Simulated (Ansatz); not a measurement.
# CH3ClFGaO: the cost of one run

Computed with Ansatz 0.2.0, Gaussian basis. Level: the settings change from run to run.

## (1) The molecule

An earlier PBE0-D4 in a triple-zeta def2 set relaxation fixed the geometry.

SMILES `O[CH2][Ga]([F])[Cl]`, 8 atoms, charge 0, spin multiplicity 1.

Atoms are counted from 1 here; the program's logs count them from 0.

Bond lengths: O1–C2 1.407 Å, O1–H6 0.961 Å, C2–Ga3 1.980 Å, C2–H7 1.098 Å, C2–H8 1.091 Å, Ga3–F4 1.748 Å, Ga3–Cl5 2.141 Å. Angles: C2–O1–H6 109.6°, O1–C2–Ga3 112.2°, O1–C2–H7 112.8°, O1–C2–H8 107.4°, Ga3–C2–H7 109.1°, Ga3–C2–H8 108.2°, H7–C2–H8 106.9°, C2–Ga3–F4 126.4°, C2–Ga3–Cl5 119.7°, F4–Ga3–Cl5 113.9°.

## (2) r2SCAN/def2-TZVP

This run has charge +1, multiplicity 2, rVV10 dispersion, high accuracy, the search for lower states set to off.

Contents of in.yaml:

```yaml
crystal:
  periodic: [false, false, false]
  atoms:
    - {symbol: O, position_ang: [-0.062232, 1.184703, 1.206592]}
    - {symbol: C, position_ang: [-0.269137, -0.154682, 0.829943]}
    - {symbol: Ga, position_ang: [0.404488, -0.531468, -0.993832]}
    - {symbol: F, position_ang: [0.899662, -2.088126, -1.615936]}
    - {symbol: Cl, position_ang: [0.546263, 1.057917, -2.420825]}
    - {symbol: H, position_ang: [-0.479818, 1.768151, 0.567374]}
    - {symbol: H, position_ang: [-1.322794, -0.456356, 0.893694]}
    - {symbol: H, position_ang: [0.283558, -0.780149, 1.532990]}
basis:
  gaussian: {orbitals: def2-TZVP}
total_charge: 1
magnetization: {spin_polarized: true, initial_magnetization: 1}
hamiltonian: {xc: {name: r2SCAN}, dispersion: rvv10}
accuracy: high
scf: {lower_state_search: off}
output: {forces: true}
```

Run with:

```
$ ansatz run in.yaml --threads 4 --pin off --events-out ev --progress --plain --max-ram 10444MiB
```

What time and memory should one allow on 4 threads of Intel Xeon at 2.50GHz, shared host?

About 41 s, with a peak of 0.74 GiB.
